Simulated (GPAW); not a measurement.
The system is As2S.

```xyz
6
Lattice="-3.5065 3.5065 2.4859 3.5065 -3.5065 2.4859 3.5065 3.5065 -2.4859" Properties=species:S:1:pos:R:3 pbc="T T T"
As   -1.7532    3.5065    1.8644
As    1.7532    3.5065    1.8644
As    0.0000    1.7532    0.6215
As    0.0000    5.2597    0.6215
S     3.5065    0.0000    1.2430
S     0.0000    0.0000    2.4859
```

The cell comes from a database or a generator and needn't be the stable form of this composition.

| Quantity | Value |
| --- | --- |
| Program | GPAW 26.7.0 |
| Task | relaxation of cell and atoms |
| Functional | PBEsol |
| Dispersion | D3 |
| Potentials or basis | PAW data sets generated in the run's folder for this functional |
| Cutoff | 600 eV |
| Basis | pw |
| k mesh | 5 × 5 × 5 |
| Occupations | fermi-dirac, width 0.05 eV |
| Spin | no spin polarisation |

At the start: pressure -4.6 GPa; volume 20.38 Å³/atom.

Problem. Where does the relaxation end?

Solution. Over 8 steps the energy falls by 17.3 meV/atom and the volume is 19.26 Å³/atom (-5.5 %); space group I4_1/amd (No. 141, to 0.05 Å).

The path:
| step | energy change (eV) | largest force (eV/Å) | pressure (GPa) | volume (Å³) |
| --- | --- | --- | --- | --- |
| 1 | 0.0000 | 0.0000 | -4.60 | 122.26 |
| 2 | -0.0141 | 0.0000 | -4.30 | 121.75 |
| 3 | -0.0989 | 0.0001 | 0.37 | 115.19 |
| 4 | -0.0997 | 0.0001 | 0.02 | 115.61 |
| 5 | -0.1000 | 0.0001 | -0.04 | 115.68 |
| 6 | -0.1022 | 0.0001 | -0.33 | 115.97 |
| 7 | -0.1034 | 0.0002 | -0.31 | 115.87 |
| 8 | -0.1038 | 0.0002 | -0.11 | 115.58 |

Final structure:
```
CELL_PARAMETERS angstrom
-3.42213 3.42213 2.46745
3.42213 -3.42213 2.46745
3.42213 3.42213 -2.46745
ATOMIC_POSITIONS crystal
As 0.87500 0.12499 0.25000
As 0.87500 0.62500 0.75000
As 0.37500 0.12500 0.25000
As 0.87501 0.12500 0.75000
S 0.25000 0.75000 0.50000
S 0.50000 0.50000 0.00000
```

Caveat: later steps reuse the first step's grids; pairwise dispersion overbinds metals, which lowers pressure and volume.
